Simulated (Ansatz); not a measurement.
**Cl₂GeH₆O₈Si₂: small, medium and large basis sets**

Aim: see how fast density functionals converge with the basis set for Cl₂GeH₆O₈Si₂.

Program: Ansatz 0.2.0, Gaussian basis. Level of theory: one geometry, several basis sets. These are calculated values, not measurements.

The runs, in order: PBE0-D4/def2-SVP; ωB97M-V/def2-SVP; PBE0-D4/def2-QZVPP; ωB97M-V/def2-QZVPP; the functionals' def2-TZVPP values are taken from earlier runs.

## (1) Structure used throughout

An earlier PBE0-D4 in a triple-zeta def2 set relaxation fixed the geometry.

SMILES `O[Si](O)(O)[O][Ge]([Cl])([Cl])[O][Si](O)(O)O`, 19 atoms, charge 0, spin multiplicity 1.

Atoms are counted from 1 here; the program's logs count them from 0.

Bond lengths: O1–Si2 1.622 Å, O1–H14 0.966 Å, Si2–O3 1.618 Å, Si2–O4 1.627 Å, Si2–O5 1.658 Å, O3–H15 0.957 Å, O4–H16 0.965 Å, O5–Ge6 1.728 Å, Ge6–Cl7 2.109 Å, Ge6–Cl8 2.118 Å, Ge6–O9 1.755 Å, O9–Si10 1.617 Å, Si10–O11 1.636 Å, Si10–O12 1.638 Å, Si10–O13 1.622 Å, O11–H17 0.960 Å, O12–H18 0.959 Å, O13–H19 0.958 Å. Angles: Si2–O1–H14 116.1°, O1–Si2–O3 106.3°, O1–Si2–O4 114.6°, O1–Si2–O5 108.7°, O3–Si2–O4 110.1°, O3–Si2–O5 110.2°, O4–Si2–O5 107.0°, Si2–O3–H15 117.2°, Si2–O4–H16 116.1°, Si2–O5–Ge6 131.6°, O5–Ge6–Cl7 113.4°, O5–Ge6–Cl8 107.8°, O5–Ge6–O9 110.8°, Cl7–Ge6–Cl8 109.9°, Cl7–Ge6–O9 107.4°, Cl8–Ge6–O9 107.3°, Ge6–O9–Si10 137.2°, O9–Si10–O11 105.7° and more.

## (2) PBE0-D4 in def2-SVP

in.yaml reads:

```yaml
crystal:
  periodic: [false, false, false]
  atoms:
    - {symbol: O, position_ang: [2.198867, -0.468952, 0.352942]}
    - {symbol: Si, position_ang: [1.792411, 1.036622, -0.093701]}
    - {symbol: O, position_ang: [3.109805, 1.948393, 0.134040]}
    - {symbol: O, position_ang: [1.279454, 1.171272, -1.632225]}
    - {symbol: O, position_ang: [0.556684, 1.565191, 0.877917]}
    - {symbol: Ge, position_ang: [-0.539196, 0.711634, 1.906132]}
    - {symbol: Cl, position_ang: [0.349924, 0.019212, 3.688809]}
    - {symbol: Cl, position_ang: [-2.147801, 2.013197, 2.359323]}
    - {symbol: O, position_ang: [-1.211621, -0.682063, 1.078680]}
    - {symbol: Si, position_ang: [-1.346800, -1.207177, -0.444284]}
    - {symbol: O, position_ang: [0.033869, -2.029528, -0.753484]}
    - {symbol: O, position_ang: [-1.407764, 0.000798, -1.549566]}
    - {symbol: O, position_ang: [-2.700184, -2.083843, -0.623414]}
    - {symbol: H, position_ang: [1.665503, -1.181363, -0.021503]}
    - {symbol: H, position_ang: [3.083627, 2.845864, -0.198231]}
    - {symbol: H, position_ang: [0.351798, 0.957223, -1.791641]}
    - {symbol: H, position_ang: [0.136853, -2.402740, -1.631437]}
    - {symbol: H, position_ang: [-2.259211, 0.411692, -1.711844]}
    - {symbol: H, position_ang: [-2.987819, -2.629835, 0.109888]}
basis:
  gaussian: {orbitals: def2-SVP}
hamiltonian: {xc: pbe0, dispersion: d4}
output: {orbitals: {seedname: orbitals}}
```

On the command line:

```bash
ansatz run in.yaml --threads 11 --pin off --events-out ev --progress --plain --max-ram 174080MiB --backend cpu
```

Further steps of the session: ωB97M-V in def2-SVP; PBE0-D4 in def2-QZVPP; ωB97M-V in def2-QZVPP.

Before running them: what should the planned runs give, taken together? Wanted: PBE0-D4: double and triple zeta above quadruple; ωB97M-V: double and triple zeta above quadruple.

The runs gave:

| quantity | value |
| --- | --- |
| PBE0-D4: double and triple zeta above quadruple | 46.47, 3.49 eV |
| ωB97M-V: double and triple zeta above quadruple | 46.46, 3.31 eV |

**Reading.** PBE0-D4 gains 42.98 eV from double to triple zeta, then 3.49 eV more. These are total energies; as a rule much of such shifts cancels in differences, which this series doesn't test. The LUMO of ωB97M-V is positive and keeps falling with the basis (1.29 to 0.45 eV): an unbound level that the basis holds in place.
